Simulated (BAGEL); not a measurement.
# C2H3BF (SMILES [H]/[C]=C\BF) at ROHF/6-31G(d) (density fitting with qzvpp-jkfit, spherical functions)

Aim: the vertical doublet–quartet gap of C2H3BF at ROHF/6-31G* (density fitting with qzvpp-jkfit, spherical functions), from 2 runs. 

The results are computed with BAGEL 1.2.2.

1 further run of the same task is left out (set aside as unsound or not needed).

### Step 1. The structure to begin with

C2H3BF: 7 atoms, total charge 0, spin state doublet. SMILES: `[H]/[C]=C\BF`. The shape is that of a GFN2-xTB optimisation.

Bond lengths: C1–C2 1.304 Å, C2–B3 1.562 Å, B3–F4 1.315 Å, C1–H5 1.069 Å, C2–H6 1.086 Å, B3–H7 1.173 Å. Angles: C1–C2–B3 124.4°, C2–B3–F4 119.5°, C1–C2–H6 119.3°, B3–C2–H6 116.4°, C2–C1–H5 134.9°, C2–B3–H7 123.4°, F4–B3–H7 117.1°.

### Step 2. A single-point energy at ROHF/6-31G(d) (density fitting with qzvpp-jkfit, spherical functions)

Input file calc.json:

```json
{ "bagel": [

{
  "title": "molecule",
  "basis": "6-31gs.json",
  "df_basis": "qzvpp-jkfit",
  "angstrom": true,
  "geometry": [
    { "atom": "C", "xyz": [      -1.058670,       1.087830,      -0.170310 ] },
    { "atom": "C", "xyz": [      -0.022110,       0.555310,       0.414520 ] },
    { "atom": "B", "xyz": [       0.633300,      -0.796470,      -0.011420 ] },
    { "atom": "F", "xyz": [       0.123450,      -1.476110,      -1.015100 ] },
    { "atom": "H", "xyz": [      -1.686760,       0.812830,      -0.990720 ] },
    { "atom": "H", "xyz": [       0.435300,       1.069120,       1.254490 ] },
    { "atom": "H", "xyz": [       1.575490,      -1.252500,       0.518530 ] }
  ]
},

{
  "title": "rohf",
  "nopen": 1
},

{
  "title": "print",
  "file": "orbitals.molden",
  "orbitals": true
}

]}
```

The basis set 6-31G* is read from a file made from the Basis Set Exchange's data (not shown).

The run is started by

```
$ BAGEL_NUM_THREADS=1 BAGEL calc.json > calc.out
```

The log of the run:

```text
* using 1 threads per process

  ===============================================================
  ===============================================================

  *** Geometry ***

  { "atom" : "C", "xyz" : [     -2.000596,      2.055701,     -0.321839 ] },
  { "atom" : "C", "xyz" : [     -0.041782,      1.049384,      0.783329 ] },
  { "atom" : "B", "xyz" : [      1.196764,     -1.505110,     -0.021581 ] },
  { "atom" : "F", "xyz" : [      0.233287,     -2.789444,     -1.918261 ] },
  { "atom" : "H", "xyz" : [     -3.187514,      1.536026,     -1.872189 ] },
  { "atom" : "H", "xyz" : [      0.822598,      2.020344,      2.370643 ] },
  { "atom" : "H", "xyz" : [      2.977245,     -2.366882,      0.979880 ] },

  Number of auxiliary basis functions:      356

  Since a DF basis is specified, we compute 2- and 3-index integrals:
    o Being stored without compression. Storage requirement is 0.011 GB

  Number of basis functions:       62
  Number of electrons      :       29

    * METHOD: MOLECULE                             0.10

  *** Open-shell HF ***

  === Nuclear Repulsion ===
    91.4713090683

      * DIIS with orbital gradients will be used.

  === ROHF iteration (6-31gs.json) ===
      0       -201.41577014          0.04238298           0.05
      1       -201.52864719          0.02359354           0.05
      2       -201.55683903          0.01351436           0.05
      3       -201.56938971          0.00224949           0.05
      4       -201.57058402          0.00090877           0.05
      5       -201.57088436          0.00031953           0.05
      6       -201.57095358          0.00009638           0.05
      7       -201.57098007          0.00003428           0.05
      8       -201.57098463          0.00001288           0.05
      9       -201.57098521          0.00000363           0.05
     10       -201.57098510          0.00000160           0.05
     11       -201.57098513          0.00000063           0.05
     12       -201.57098513          0.00000037           0.05
     13       -201.57098513          0.00000021           0.05
     14       -201.57098513          0.00000013           0.05
     15       -201.57098513          0.00000007           0.05
     16       -201.57098513          0.00000003           0.05
     17       -201.57098513          0.00000001           0.05
     18       -201.57098513          0.00000000           0.05
    * SCF iteration converged.

    * S^2 (ROHF) is 0.7500

    * Permanent dipole moment:
           (    0.058069,    -0.246524,    -0.132825) a.u.

    * METHOD: ROHF                                 0.97

    * METHOD: PRINT                                0.01

  ===============================================================
```

Run time: 1.2 s. Hardware: 1 thread of Arm Neoverse V2, shared host.

### Step 3. The quartet

Input file calc.json:

```json
{ "bagel" : [

{
  "title" : "molecule",
  "basis" : "6-31gs.json",
  "df_basis" : "qzvpp-jkfit",
  "angstrom" : true,
  "geometry" : [
    { "atom" : "C", "xyz" : [      -1.058670,       1.087830,      -0.170310 ] },
    { "atom" : "C", "xyz" : [      -0.022110,       0.555310,       0.414520 ] },
    { "atom" : "B", "xyz" : [       0.633300,      -0.796470,      -0.011420 ] },
    { "atom" : "F", "xyz" : [       0.123450,      -1.476110,      -1.015100 ] },
    { "atom" : "H", "xyz" : [      -1.686760,       0.812830,      -0.990720 ] },
    { "atom" : "H", "xyz" : [       0.435300,       1.069120,       1.254490 ] },
    { "atom" : "H", "xyz" : [       1.575490,      -1.252500,       0.518530 ] }
  ]
},

{ "title" : "rohf", "nopen" : 3 },

{ "title" : "print", "file" : "orbitals.molden", "orbitals" : true }

]}
```

The basis set 6-31G* is read from a file made from the Basis Set Exchange's data (not shown).

The run is started by

```
$ BAGEL_NUM_THREADS=1 BAGEL calc.json > calc.out
```

The log of the run:

```text
* using 1 threads per process

  ===============================================================
  ===============================================================

  *** Geometry ***

  { "atom" : "C", "xyz" : [     -2.000596,      2.055701,     -0.321839 ] },
  { "atom" : "C", "xyz" : [     -0.041782,      1.049384,      0.783329 ] },
  { "atom" : "B", "xyz" : [      1.196764,     -1.505110,     -0.021581 ] },
  { "atom" : "F", "xyz" : [      0.233287,     -2.789444,     -1.918261 ] },
  { "atom" : "H", "xyz" : [     -3.187514,      1.536026,     -1.872189 ] },
  { "atom" : "H", "xyz" : [      0.822598,      2.020344,      2.370643 ] },
  { "atom" : "H", "xyz" : [      2.977245,     -2.366882,      0.979880 ] },

  Number of auxiliary basis functions:      356

  Since a DF basis is specified, we compute 2- and 3-index integrals:
    o Being stored without compression. Storage requirement is 0.011 GB

  Number of basis functions:       62
  Number of electrons      :       29

    * METHOD: MOLECULE                             0.10

  *** Open-shell HF ***

  === Nuclear Repulsion ===
    91.4713090683

      * DIIS with orbital gradients will be used.

  === ROHF iteration (6-31gs.json) ===
      0       -201.30152012          0.04003879           0.04
      1       -201.41322315          0.02308173           0.04
      2       -201.44373637          0.01370930           0.04
      3       -201.45791721          0.00255999           0.04
      4       -201.46050410          0.00093454           0.04
      5       -201.46117620          0.00036301           0.04
      6       -201.46134144          0.00015199           0.04
      7       -201.46138146          0.00005828           0.04
      8       -201.46139183          0.00001128           0.04
      9       -201.46139312          0.00000570           0.04
     10       -201.46139263          0.00000255           0.04
     11       -201.46139261          0.00000071           0.04
     12       -201.46139243          0.00000034           0.04
     13       -201.46139240          0.00000019           0.04
     14       -201.46139239          0.00000010           0.04
     15       -201.46139239          0.00000003           0.04
     16       -201.46139240          0.00000002           0.04
     17       -201.46139240          0.00000001           0.04
    * SCF iteration converged.

    * S^2 (ROHF) is 3.7500

    * Permanent dipole moment:
           (    0.047770,    -0.457804,    -0.307331) a.u.

    * METHOD: ROHF                                 0.87

    * METHOD: PRINT                                0.01

  ===============================================================
```

Run time: 1.1 s. Hardware: 1 thread of Arm Neoverse V2, shared host.

### Step 4. Summary of results

Level: ROHF/6-31G* (density fitting with qzvpp-jkfit, spherical functions).

| quantity | value |
| --- | --- |
| doublet: total energy | -201.57099 Eh |
| doublet: dipole moment | 0.73 D |
| doublet: ⟨S²⟩ | 0.750 |
| quartet: total energy | -201.46139 Eh |
| quartet: dipole moment | 1.41 D |
| quartet: ⟨S²⟩ | 3.750 |
| vertical energy of the quartet above the doublet | 2.982 eV |

At this shape the quartet lies 2.98 eV (69 kcal/mol) above the doublet.
